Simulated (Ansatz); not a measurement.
# SnH4S + HBr: a complex and its separated parts, part 2 of 2

Ansatz 0.2.0, Gaussian basis. Earlier steps stand in the parts before.

## (13) CAM-B3LYP-D4/def2-TZVPP

The inputs:

parta/in.yaml

```yaml
crystal:
  periodic: [false, false, false]
  atoms:
    - {symbol: Sn, position_ang: [-1.156181, -0.145505, -0.325740]}
    - {symbol: H, position_ang: [-0.980935, -1.096563, -1.724993]}
    - {symbol: H, position_ang: [-1.094062, -1.098903, 1.087113]}
    - {symbol: H, position_ang: [-2.602253, 0.758012, -0.363683]}
    - {symbol: S, position_ang: [0.724549, 1.353408, -0.366259]}
    - {symbol: H, position_ang: [0.377768, 1.968506, 0.776399]}
basis:
  gaussian: {orbitals: def2-TZVPP}
hamiltonian: {xc: {name: CAM-B3LYP}, dispersion: d4}
```

partb/in.yaml

```yaml
crystal:
  periodic: [false, false, false]
  atoms:
    - {symbol: Br, position_ang: [2.696005, -1.463011, 0.665492]}
    - {symbol: H, position_ang: [2.035011, -0.275842, 0.251571]}
basis:
  gaussian: {orbitals: def2-TZVPP}
hamiltonian: {xc: {name: CAM-B3LYP}, dispersion: d4}
```

One command serves all of them, each in its own folder.

Run with:

```console
$ ansatz run in.yaml --threads 4 --pin off --events-out ev --progress --plain --max-ram 9574MiB
```

Output in parta, shortened:

```text
Functional definition: CAM-B3LYP
  name "CAM-B3LYP"
  cite "Yanai, Tew & Handy, Chem. Phys. Lett. 393, 51 (2004) doi:10.1016/j.cplett.2004.06.011"
  cite "Iikura, Tsuneda, Yanai & Hirao, J. Chem. Phys. 115, 3540 (2001) doi:10.1063/1.1383587"
  cite "Becke, Phys. Rev. A 38, 3098 (1988) doi:10.1103/PhysRevA.38.3098"
  cite "Lee, Yang & Parr, Phys. Rev. B 37, 785 (1988) doi:10.1103/PhysRevB.37.785"
[...]
  # Exact exchange under (alpha + beta erf(omega r))/r, Becke's under what is left of 1/r.
[...]
964 factors; their error is unknown
216 factors; integrals over basis functions are off by at most 1.4e-5 eV
[...]
mean field -16732.33007251 eV, -614.9017885841 hartree, gradient 2.8e-5 eV, S^2 0.000000; 0 other end points of the search recorded, 0 dependent functions left out
reference -16732.33019773 eV, -614.9017931858 hartree; 21, 21 occupied and 127, 127 virtual orbitals, 964 factors
Total energy: -16732.42380492 eV, -614.9052331865 hartree
```

Output in partb, shortened:

```text
[... 6 set-up lines as earlier in the session ...]
[...]
  # Exact exchange under (alpha + beta erf(omega r))/r, Becke's under what is left of 1/r.
[...]
472 factors; their error is unknown
82 factors; integrals over basis functions are off by at most 1.2e-4 eV
[...]
mean field -70066.16346254 eV, -2574.8840146970 hartree, gradient 3.1e-5 eV, S^2 0.000000; 0 other end points of the search recorded, 0 dependent functions left out
reference -70066.16353924 eV, -2574.8840175156 hartree; 18, 18 occupied and 44, 44 virtual orbitals, 472 factors
Total energy: -70066.16901689 eV, -2574.8842188157 hartree
```

Times: 1.2 s (parta), 0.3 s (partb) on 4 threads of Arm Neoverse V1, shared host.

## (14) wB97X-V/def2-TZVPP

Each input of step 13 (parta, partb) changes in the same lines:

```diff
-hamiltonian: {xc: {name: CAM-B3LYP}, dispersion: d4}
+hamiltonian: {xc: {name: wB97X-V}}
```

One command serves all of them, each in its own folder.

Run with:

```console
$ ansatz run in.yaml --threads 4 --pin off --events-out ev --progress --plain --max-ram 9574MiB
```

parta printed, shortened:

```text
Functional definition: wB97X-V
  name "wB97X-V"
  cite "Mardirossian & Head-Gordon, Phys. Chem. Chem. Phys. 16, 9904 (2014) doi:10.1039/C3CP54374A"
[... 2 set-up lines as earlier in the session ...]
[...]
      + integral(e_c_pw_opposite_spin*poly(b97_u_opposite, cos0, cos1)) + vv10(b, c)
959 factors; their error is unknown
213 factors; integrals over basis functions are off by at most 1.1e-5 eV
[...]
mean field -16730.42740830 eV, -614.8318669641 hartree, gradient 2.4e-5 eV, S^2 0.000000; 0 other end points of the search recorded, 0 dependent functions left out
reference -16730.42740614 eV, -614.8318668845 hartree; 21, 21 occupied and 127, 127 virtual orbitals, 959 factors
Total energy: -16730.42740614 eV, -614.8318668845 hartree
```

Output in partb, shortened:

```text
[... 5 set-up lines as earlier in the session ...]
[...]
      + integral(e_c_pw_opposite_spin*poly(b97_u_opposite, cos0, cos1)) + vv10(b, c)
472 factors; their error is unknown
73 factors; integrals over basis functions are off by at most 1.1e-4 eV
[...]
mean field -70056.29633377 eV, -2574.5214044028 hartree, gradient 1.2e-5 eV, S^2 0.000000; 0 other end points of the search recorded, 0 dependent functions left out
reference -70056.29633270 eV, -2574.5214043637 hartree; 18, 18 occupied and 44, 44 virtual orbitals, 472 factors
Total energy: -70056.29633270 eV, -2574.5214043637 hartree
```

They took 3 s (parta), 0.55 s (partb) on 4 threads of Arm Neoverse V1, shared host.

## (15) wB97M-V/def2-TZVPP

The same edit goes into each in.yaml of step 14 (parta, partb):

```diff
-hamiltonian: {xc: {name: wB97X-V}}
+hamiltonian: {xc: {name: wB97M-V}}
```

The same command starts each run, in its folder.

Run with:

```console
$ ansatz run in.yaml --threads 4 --pin off --events-out ev --progress --plain --max-ram 9574MiB
```

Log of parta, shortened:

```text
Functional definition: wB97M-V
  name "wB97M-V"
  cite "Mardirossian & Head-Gordon, J. Chem. Phys. 144, 214110 (2016) doi:10.1063/1.4952647"
[... 2 set-up lines as earlier in the session ...]
  # Of w^i u^j: cxij and so on, Table III.
[...]
  gx(w, u) = 1 - cx + cx01*u + cx10*w
[...]
      + integral(e_c_pw_mod_opposite_spin*gos(b97_w_opposite, b97_u_opposite)) + vv10(b, c)
959 factors; their error is unknown
213 factors; integrals over basis functions are off by at most 1.1e-5 eV
[...]
mean field -16730.22409723 eV, -614.8243954200 hartree, gradient 2.5e-5 eV, S^2 0.000000; 0 other end points of the search recorded, 0 dependent functions left out
reference -16730.22415104 eV, -614.8243973976 hartree; 21, 21 occupied and 127, 127 virtual orbitals, 959 factors
Total energy: -16730.22415104 eV, -614.8243973976 hartree
```

partb printed, shortened:

```text
[... 5 set-up lines as earlier in the session ...]
  # Of w^i u^j: cxij and so on, Table III.
[...]
  gx(w, u) = 1 - cx + cx01*u + cx10*w
[...]
      + integral(e_c_pw_mod_opposite_spin*gos(b97_w_opposite, b97_u_opposite)) + vv10(b, c)
467 factors; their error is unknown
73 factors; integrals over basis functions are off by at most 1.1e-4 eV
[...]
mean field -70058.67558188 eV, -2574.6088401584 hartree, gradient 8.6e-6 eV, S^2 0.000000; 0 other end points of the search recorded, 0 dependent functions left out
reference -70058.67560769 eV, -2574.6088411067 hartree; 18, 18 occupied and 44, 44 virtual orbitals, 467 factors
Total energy: -70058.67560769 eV, -2574.6088411067 hartree
```

They took 3.3 s (parta), 0.65 s (partb) on 4 threads of Arm Neoverse V1, shared host.

## (16) B2PLYP/def2-TZVPP

Each input of step 15 (parta, partb) changes in the same lines:

```diff
-hamiltonian: {xc: {name: wB97M-V}}
+hamiltonian: {xc: {name: B2PLYP}}
```

One command serves all of them, each in its own folder.

Run with:

```console
$ ansatz run in.yaml --threads 4 --pin off --events-out ev --progress --plain --max-ram 9574MiB
```

Log of parta, shortened:

```text
Functional definition: B2PLYP
  name "B2PLYP"
  cite "Grimme, J. Chem. Phys. 124, 034108 (2006) doi:10.1063/1.2148954"
[... 2 set-up lines as earlier in the session ...]
[...]
1001 factors; integrals over basis functions are off by at most 1.2e-3 eV
[...]
mean field -16718.61207883 eV, -614.3976616148 hartree, gradient 5.3e-6 eV, S^2 0.000000; 0 other end points of the search recorded, 0 dependent functions left out
9 core orbitals not correlated: weight in the atoms' cores, before any rotation towards them, 1.000 or more for the frozen orbitals, at most 0.000 for the correlated occupied ones
reference -16718.61223816 eV, -614.3976674700 hartree; 12, 12 occupied and 127, 127 virtual orbitals, 1001 factors
second order -17.00497642 eV of doubles, -0.00000000 eV of singles
Total energy: -16723.20358180 eV, -614.5663962365 hartree
```

Log of partb, shortened:

```text
[... 5 set-up lines as earlier in the session ...]
[...]
399 factors; integrals over basis functions are off by at most 1.5e-3 eV
[...]
mean field -70049.78225696 eV, -2574.2820164954 hartree, gradient 1.6e-6 eV, S^2 0.000000; 0 other end points of the search recorded, 0 dependent functions left out
9 core orbitals not correlated: weight in the atoms' cores, before any rotation towards them, 1.000 or more for the frozen orbitals, at most 0.000 for the correlated occupied ones
reference -70049.78235769 eV, -2574.2820201974 hartree; 9, 9 occupied and 44, 44 virtual orbitals, 399 factors
second order -9.24616564 eV of doubles, -0.00000000 eV of singles
Total energy: -70052.27882242 eV, -2574.3737635837 hartree
```

Times: 1.7 s (parta), 0.4 s (partb) on 4 threads of Arm Neoverse V1, shared host.

## (17) PBE-QIDH/def2-TZVPP

Each input of step 16 (parta, partb) changes in the same lines:

```diff
-hamiltonian: {xc: {name: B2PLYP}}
+hamiltonian: {xc: {name: PBE-QIDH}}
```

Each run has its own folder and the same command.

Run with:

```console
$ ansatz run in.yaml --threads 4 --pin off --events-out ev --progress --plain --max-ram 9574MiB
```

Output in parta, shortened:

```text
Functional definition: PBE-QIDH
  name "PBE-QIDH"
  cite "Brémond, Sancho-García, Pérez-Jiménez & Adamo, J. Chem. Phys. 141, 031101 (2014) doi:10.1063/1.4890314"
[... 1 set-up line as earlier in the session ...]
[...]
1001 factors; integrals over basis functions are off by at most 1.2e-3 eV
[...]
mean field -16715.88624308 eV, -614.2974889987 hartree, gradient 4.6e-6 eV, S^2 0.000000; 0 other end points of the search recorded, 0 dependent functions left out
9 core orbitals not correlated: weight in the atoms' cores, before any rotation towards them, 1.000 or more for the frozen orbitals, at most 0.000 for the correlated occupied ones
reference -16715.88625533 eV, -614.2974894487 hartree; 12, 12 occupied and 127, 127 virtual orbitals, 1001 factors
second order -15.85191718 eV of doubles, -0.00000000 eV of singles
Total energy: -16721.17022772 eV, -614.4916718526 hartree
```

Output in partb, shortened:

```text
[... 4 set-up lines as earlier in the session ...]
[...]
399 factors; integrals over basis functions are off by at most 1.5e-3 eV
[...]
mean field -70043.31099814 eV, -2574.0442021201 hartree, gradient 9.0e-7 eV, S^2 0.000000; 0 other end points of the search recorded, 0 dependent functions left out
9 core orbitals not correlated: weight in the atoms' cores, before any rotation towards them, 1.000 or more for the frozen orbitals, at most 0.000 for the correlated occupied ones
reference -70043.31100526 eV, -2574.0442023818 hartree; 9, 9 occupied and 44, 44 virtual orbitals, 399 factors
second order -8.68130386 eV of doubles, -0.00000000 eV of singles
Total energy: -70046.20477321 eV, -2574.1505463926 hartree
```

They took 1.7 s (parta), 0.4 s (partb) on 4 threads of Arm Neoverse V1, shared host.

## (18) RPA on PBE/def2-TZVPP

Each input of step 17 (parta, partb) changes in the same lines:

```diff
-hamiltonian: {xc: {name: PBE-QIDH}}
+hamiltonian: {xc: pbe}
+correlation: {method: rpa}
```

Each run has its own folder and the same command.

Run with:

```console
$ ansatz run in.yaml --threads 4 --pin off --events-out ev --progress --plain --max-ram 9574MiB
```

Log of parta, shortened:

```text
[... 4 set-up lines as earlier in the session ...]
[...]
1001 factors; integrals over basis functions are off by at most 1.2e-3 eV
[...]
mean field -16727.50169636 eV, -614.7243490335 hartree, gradient 3.0e-6 eV, S^2 0.000000; 0 other end points of the search recorded, 0 dependent functions left out
9 core orbitals not correlated: weight in the atoms' cores, before any rotation towards them, 1.000 or more for the frozen orbitals, at most 0.000 for the correlated occupied ones
reference -16685.79919442 eV, -613.1918103541 hartree; 12, 12 occupied and 127, 127 virtual orbitals, 1001 factors
Total energy: -16708.38565670 eV, -614.0218475331 hartree
```

Log of partb, shortened:

```text
[... 4 set-up lines as earlier in the session ...]
[...]
399 factors; integrals over basis functions are off by at most 1.5e-3 eV
[...]
mean field -70052.13664014 eV, -2574.3685384816 hartree, gradient 4.3e-6 eV, S^2 0.000000; 0 other end points of the search recorded, 0 dependent functions left out
9 core orbitals not correlated: weight in the atoms' cores, before any rotation towards them, 1.000 or more for the frozen orbitals, at most 0.000 for the correlated occupied ones
reference -70014.55944451 eV, -2572.9876020130 hartree; 9, 9 occupied and 44, 44 virtual orbitals, 399 factors
Total energy: -70026.49302168 eV, -2573.4261528850 hartree
```

Wall times: 1.6 s (parta), 0.3 s (partb) on 4 threads of Arm Neoverse V1, shared host.

## (19) CCSD(T)/def2-TZVPP

Each input of step 18 (parta, partb) changes in the same lines:

```diff
-hamiltonian: {xc: pbe}
-correlation: {method: rpa}
+correlation: {method: ccsd_t}
```

The same command starts each run, in its folder.

Run with:

```console
$ ansatz run in.yaml --threads 4 --pin off --events-out ev --progress --plain --max-ram 9574MiB
```

Log of parta, shortened:

```text
Functional definition: HF
  name "HF"
  cite "Fock, Z. Phys. 61, 126 (1930) doi:10.1007/BF01340294"
[... 1 set-up line as earlier in the session ...]
[...]
1001 factors; integrals over basis functions are off by at most 1.2e-3 eV
[...]
mean field -16686.78248741 eV, -613.2279457047 hartree, gradient 2.1e-6 eV, S^2 0.000000; 0 other end points of the search recorded, 0 dependent functions left out
9 core orbitals not correlated: weight in the atoms' cores, before any rotation towards them, 1.000 or more for the frozen orbitals, at most 0.000 for the correlated occupied ones
reference -16686.78248741 eV, -613.2279457047 hartree; 12, 12 occupied and 127, 127 virtual orbitals, 1001 factors
second order -14.09231350 eV of doubles, -0.00000000 eV of singles
cycle   1  -14.41435392 eV  change   -3.2e-1 eV  update   8.8e-2
[...]
cycle   9  -14.86938092 eV  change   -1.1e-5 eV  update   1.0e-5
perturbative correction -0.49125048 eV, -0.0180531223 hartree
Total energy: -16702.14311881 eV, -613.7924384970 hartree
```

Log of partb, shortened:

```text
[... 4 set-up lines as earlier in the session ...]
[...]
399 factors; integrals over basis functions are off by at most 1.5e-3 eV
[...]
mean field -70014.93836244 eV, -2573.0015269900 hartree, gradient 1.4e-6 eV, S^2 0.000000; 0 other end points of the search recorded, 0 dependent functions left out
9 core orbitals not correlated: weight in the atoms' cores, before any rotation towards them, 1.000 or more for the frozen orbitals, at most 0.000 for the correlated occupied ones
reference -70014.93836244 eV, -2573.0015269900 hartree; 9, 9 occupied and 44, 44 virtual orbitals, 399 factors
second order -7.83906425 eV of doubles, -0.00000000 eV of singles
cycle   1  -7.92764270 eV  change   -8.9e-2 eV  update   4.5e-2
[...]
cycle   7  -8.11357730 eV  change   -4.6e-6 eV  update   1.2e-5
perturbative correction -0.24159628 eV, -0.0088784996 hartree
Total energy: -70023.29353602 eV, -2573.3085739556 hartree
```

Wall times: 11 s (parta), 0.35 s (partb) on 4 threads of Arm Neoverse V1, shared host; peak memory 0.99 GiB.

## (20) Vibrations of SnH4S

Input file vib-parta/in.yaml:

```yaml
crystal:
  periodic: [false, false, false]
  atoms:
    - {symbol: Sn, position_ang: [-1.156181, -0.145505, -0.325740]}
    - {symbol: H, position_ang: [-0.980935, -1.096563, -1.724993]}
    - {symbol: H, position_ang: [-1.094062, -1.098903, 1.087113]}
    - {symbol: H, position_ang: [-2.602253, 0.758012, -0.363683]}
    - {symbol: S, position_ang: [0.724549, 1.353408, -0.366259]}
    - {symbol: H, position_ang: [0.377768, 1.968506, 0.776399]}
basis:
  gaussian: {orbitals: def2-TZVP}
hamiltonian: {xc: pbe0, dispersion: d4}
phonons: {temperatures: {t_min: 298.15, t_max: 900, t_step: 200}}
```

Run with:

```console
$ ansatz run in.yaml --threads 4 --pin off --events-out ev --progress --plain --max-ram 9574MiB
```

The program printed, shortened:

```text
[... 5 set-up lines as earlier in the session ...]
[...]
908 factors; their error is unknown
[...]
mean field -16728.78026713 eV, -614.7713356426 hartree, gradient 1.3e-5 eV, S^2 0.000000; 0 other end points of the search recorded, 0 dependent functions left out
[...]
Atom 3 at    -2.602253     0.758012    -0.363683 Å, force    -0.000714    -0.001296     0.000728 eV/Å
Atom 4 at     0.724549     1.353408    -0.366259 Å, force     0.001445     0.000592     0.001446 eV/Å
Atom 5 at     0.377768     1.968506     0.776399 Å, force    -0.000495    -0.001071    -0.000825 eV/Å
Dipole moment:    -0.266842    -0.109489     0.137487 e Å
Vibrations: 113.61 356.36 428.94 468.48 689.18 710.30 713.09 732.15 1948.68 1949.76 1973.48 2713.51 cm⁻¹, zero-point energy 0.793347 eV
```

Wall time 23 s (4 threads of Arm Neoverse V1, shared host).

Wavenumbers and character of the modes:

```
mode  wavenumber (cm⁻¹)     character
   1                114       torsion
   2                356  Sn–S stretch
   3                429          bend
   4                468          bend
   5                689          bend
   6                710          bend
   7                713          bend
   8                732          bend
   9               1949  Sn–H stretch
  10               1950  Sn–H stretch
  11               1973  Sn–H stretch
  12               2714   S–H stretch
```

Vibrational sums (real modes only):

```
T (K)  entropy (J/mol/K)  heat capacity (J/mol/K)
  298               29.8                     39.8
  498               54.7                     57.0
  698               75.8                     68.0
  898               94.0                     75.9
```

## (21) Vibrations of HBr

Input file vib-partb/in.yaml:

```yaml
crystal:
  periodic: [false, false, false]
  atoms:
    - {symbol: Br, position_ang: [2.696005, -1.463011, 0.665492]}
    - {symbol: H, position_ang: [2.035011, -0.275842, 0.251571]}
basis:
  gaussian: {orbitals: def2-TZVP}
hamiltonian: {xc: pbe0, dispersion: d4}
phonons: {temperatures: {t_min: 298.15, t_max: 900, t_step: 200}}
```

Run with:

```console
$ ansatz run in.yaml --threads 4 --pin off --events-out ev --progress --plain --max-ram 9574MiB
```

The program printed, shortened:

```text
[... 5 set-up lines as earlier in the session ...]
[...]
457 factors; their error is unknown
[...]
mean field -70054.57278201 eV, -2574.4580650439 hartree, gradient 2.1e-5 eV, S^2 0.000000; 0 other end points of the search recorded, 0 dependent functions left out
[...]
reference -70054.57271047 eV, -2574.4580624148 hartree; 18, 18 occupied and 36, 36 virtual orbitals, 457 factors
Total energy: -70054.57831856 eV, -2574.4582685086 hartree
Atom 0 at     2.696005    -1.463011     0.665492 Å, force     0.001464    -0.002629     0.000917 eV/Å
Atom 1 at     2.035011    -0.275842     0.251571 Å, force    -0.001464     0.002629    -0.000917 eV/Å
Dipole moment:    -0.092291     0.165757    -0.057793 e Å
Vibrations: 2668.28 cm⁻¹, zero-point energy 0.165412 eV
```

It took 2 s on 4 threads of Arm Neoverse V1, shared host.

The modes, with what each moves most:

```
mode  wavenumber (cm⁻¹)     character
   1               2668  Br–H stretch
```

Vibrational sums (real modes only):

```
T (K)  entropy (J/mol/K)  heat capacity (J/mol/K)
  298                0.0                      0.0
  498                0.0                      0.2
  698                0.2                      1.0
  898                0.6                      2.2
```

## (22) Complex less separated parts

The complex's own energies come from single points at the same levels.

Rows are in def2-TZVPP; times add the 3 runs of a level on a shared host, so small differences are noise.

```
      method                    rung  complex less parts (kcal/mol)  from CCSD(T) (kcal/mol)     time
       SPW92                     LDA                           -9.0                     -5.5    1.6 s
      PBE-D4                     GGA                           -6.5                     -3.0    2.6 s
     BLYP-D4                     GGA                           -5.8                     -2.3    2.7 s
   r2SCAN-D4                meta-GGA                           -5.3                     -1.8    5.8 s
      B97M-V                meta-GGA                           -3.9                     -0.4     11 s
     PBE0-D4                  hybrid                           -5.5                     -2.0    4.1 s
    B3LYP-D4                  hybrid                           -5.2                     -1.7    3.8 s
  r2SCAN0-D4                  hybrid                           -4.8                     -1.3    6.4 s
    BHLYP-D4                  hybrid                           -4.5                     -1.0    3.7 s
CAM-B3LYP-D4  range-separated hybrid                           -4.5                     -1.0    4.4 s
     wB97X-V  range-separated hybrid                           -3.9                     -0.4     11 s
     wB97M-V  range-separated hybrid                           -4.0                     -0.5     12 s
      B2PLYP           double hybrid                           -3.2                     +0.3    6.8 s
    PBE-QIDH           double hybrid                           -4.0                     -0.5    6.8 s
  RPA on PBE                     RPA                           -2.4                     +1.1    6.1 s
Hartree-Fock            wavefunction                            1.3                     +4.8         
         MP2            wavefunction                           -4.6                     -1.1         
        CCSD            wavefunction                           -2.7                     +0.8         
     CCSD(T)            wavefunction                           -3.5                        0  2.3 min
```

Among the levels timed on like hardware and quicker than the yardstick, those that no quicker one beats, quickest first: SPW92 (1.6 s, -5.5 kcal/mol); PBE-D4 (2.6 s, -3.0 kcal/mol); BLYP-D4 (2.7 s, -2.3 kcal/mol); BHLYP-D4 (3.7 s, -1.0 kcal/mol); CAM-B3LYP-D4 (4.4 s, -1.0 kcal/mol); PBE-QIDH (6.8 s, -0.5 kcal/mol); B2PLYP (6.8 s, +0.3 kcal/mol).

B2PLYP reaches 0.3 kcal/mol from the reference in 6.8 s, where CCSD(T) took 2.3 min; the quickest level in the cost chart, SPW92, takes 1.6 s and misses by 5.5 kcal/mol.

The complex's zero-point energy, from a separate PBE0-D4 run, is 1.010 eV.

## (23) Summary of results

The summary covers parts 1 to 2.

| quantity | value |
| --- | --- |
| complex less parts, CCSD(T)/def2-TZVPP | -3.5 kcal/mol |
| with zero-point energy | -2.3 kcal/mol |
| largest T1 diagnostic | 0.012 |

What this shows: At CCSD(T) the complex lies 3.5 kcal/mol below its parts. The functionals run from B2PLYP, off by +0.3 kcal/mol, to SPW92, off by -5.5 kcal/mol, against CCSD(T). By rung, the mean size of the error is: LDA 5.5, GGA 2.7, meta-GGA 1.1, hybrid 1.5, range-separated hybrid 0.6, double hybrid 0.4 kcal/mol. PBE-D4 gives a relative energy 3.0 kcal/mol too low, outside chemical accuracy (1 kcal/mol). No counterpoise was applied, and triple zeta lacks some correlation, so the CCSD(T) reference has a basis error of its own, and close matches with it are partly luck.
